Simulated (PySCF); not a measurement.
# C5H11Ga: the cost of one run

Computed with PySCF 2.14.0 and routines of our own; the level stands in each step. Atoms count from 0.

## Step 1: The system as given

17 atoms, charge 0, multiplicity 1; geometry from: GFN2-xTB.

## Step 2: Magnetic properties: GIAO wB97X-D/pcSseg-1

What the job is given:

```
{"job": {"kind": "mag", "xc": "wB97X-D", "basis": "pcSseg-1", "isotopologues": 2}, "charge": 0, "multiplicity": 1}
Ga     2.166432     0.295717    -0.251728
C      0.691546    -0.100503     1.128516
C     -0.080158    -1.306717     0.589158
C     -0.908094    -0.680810    -0.522032
C     -1.414234     0.624376     0.096145
C     -0.316837     1.064248     1.083745
H      2.934517    -0.856262    -1.043201
H      2.516553     1.787581    -0.694168
H      1.041657    -0.278735     2.151240
H     -0.732793    -1.736129     1.353409
H      0.585508    -2.095757     0.215568
H     -1.715910    -1.320152    -0.876023
H     -0.242041    -0.454985    -1.372631
H     -1.611682     1.380771    -0.663623
H     -2.347031     0.436636     0.630381
H      0.169928     1.991479     0.746291
H     -0.744361     1.261272     2.068506
```

Method: GIAO wB97X-D/pcSseg-1 magnetisability, rotational g tensor and spin-rotation constants, non-relativistic, gas phase.

On the command line:

```bash
OMP_NUM_THREADS=1 python excited_run.py task.json out
```

This one command runs all jobs of the session in turn.

**Question.** How long does this first job take on 1 thread of Arm Neoverse V1, shared host, and how much memory does it need?

About 42 s, with a peak of 0.94 GiB.
